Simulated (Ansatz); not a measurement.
Run this with Ansatz 0.2.0, Python API and show what comes out.

Contents of `cd3ag.extxyz`:
```text
4
Lattice="3.10501399 0.0 0.0 -1.552507 2.689021 0.0 0.0 0.0 9.64634068" Properties=species:S:1:pos:R:3 pbc="T T T"
Cd    0.00000000    0.00000000    4.82317034
Cd    1.55250701    0.89634032    2.29399570
Cd    1.55250701    0.89634032    7.35234498
Ag    0.00000000    0.00000000    0.00000000
```

`cd3ag_xc.py`:
```python
# -*- coding: utf-8 -*-
'''Functional comparison for Cd3Ag (totals differ with the potentials too).'''

import csv

import ansatz

cell = ansatz.Crystal.from_extxyz('cd3ag.extxyz')

model = (
    cell.calculation()
    .accuracy('low')
    .kpoints(length=17)
    .occupations('fermi_dirac', width=150 * ansatz.meV)
    .scf(extra_bands=12)
)

rows = []
for value in ['blyp', 'lda', 'pbesol']:
    report = model.functional(value).run().report
    rows.append((value, report['free_energy_ev'] / len(report['lattice']['sites']), report['n_iterations'], report['n_kpoints']))

with open('xc.csv', 'w', newline='') as handle:
    writer = csv.writer(handle)
    writer.writerow(['functional', 'F/atom (eV)', 'iterations', 'k-points'])
    writer.writerows([round(v, 5) if isinstance(v, float) else v for v in row] for row in rows)
print(open('xc.csv').read())
```

```console
$ python cd3ag_xc.py
DeckWarning: basis.ecutwfc = 420 eV, auto-derived from the records' recommended cutoffs: set by Cd (normal level)
functional,F/atom (eV),iterations,k-points
blyp,-8103.8926,8,14
lda,-7952.94445,7,14
pbesol,-8018.62384,7,14
```
(Warnings from the package without file and line.)

BLYP and dispersion corrections can be off by several per cent in the lattices of metals, and by several GPa in the pressure at a fixed cell. For a metal this k-point mesh is coarse: on a finer one energies can move by several to tens of meV an atom and pressures by half a GPa or more, differences at one mesh by less. A Fermi-Dirac width this large means warm electrons, whose thermal share enters the free energy. This cell is a computed structure, which may not be the phase found in nature. Total energies of different functionals can't be compared; pressures, moments and gaps at this one structure can. The whole script took 13 s on 1 thread of Arm Neoverse V1, with other jobs on the host, peak memory 0.38 GiB.
